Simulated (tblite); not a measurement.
# C4H9F3OSi2: the cost of one run

The runs use tblite 0.8.0 and PySCF 2.14.0, with density-fitted response routines of our own; the level of theory stands in each step. All values are computed, except where a source is named. Atoms are numbered from 0 throughout.

**1. Starting geometry**

19 atoms, charge 0, multiplicity 1; geometry from: force field or distance geometry start.

Bonds of the start (Å): C0–C1 1.33, C1–Si2 1.84, Si2–O3 1.70, O3–C4 1.41, C4–Si5 1.84, Si2–C6 1.86, C6–F7 1.40, C6–F8 1.36, C6–F9 1.40, C0–H10 1.08, C0–H11 1.09, C1–H12 1.06, Si2–H13 1.48, C4–H14 1.09, C4–H15 1.11, Si5–H16 1.47, Si5–H17 1.49, Si5–H18 1.47.

**2. Optimising the geometry with GFN2-xTB**

Job settings and geometry (Å):

```
{"job": {"kind": "relax", "xc": "GFN2-xTB", "basis": "xTB"}, "charge": 0, "multiplicity": 1}
C     -2.808700    -1.960900     0.359900
C     -2.144500    -1.110900    -0.422100
Si    -0.789900    -0.030700     0.187900
O      0.754800    -0.450200    -0.397000
C      1.649300     0.234200     0.449200
Si     3.417800    -0.054400     0.033900
C     -1.216800     1.757000    -0.098800
F     -0.762400     2.469300     1.022400
F     -0.683700     2.268600    -1.238200
F     -2.617700     1.844200    -0.115700
H     -2.648000    -2.086500     1.415800
H     -3.598100    -2.560300    -0.100100
H     -2.407900    -1.074600    -1.450000
H     -0.744700    -0.213300     1.657800
H      1.364400     0.015200     1.477400
H      1.438800     1.315100     0.288000
H      3.893500     0.866300    -1.008300
H      4.185700     0.233500     1.279800
H      3.708400    -1.452400    -0.319000
```

On the command line:

```sh
OMP_NUM_THREADS=1 python probes_run.py task.json out
```

This one command runs all jobs of the session in turn.

Q: Estimate the wall time and peak memory of this first job on 1 thread of Intel Xeon at 2.50GHz, shared host.

About 8 s, with a peak of 0.18 GiB.
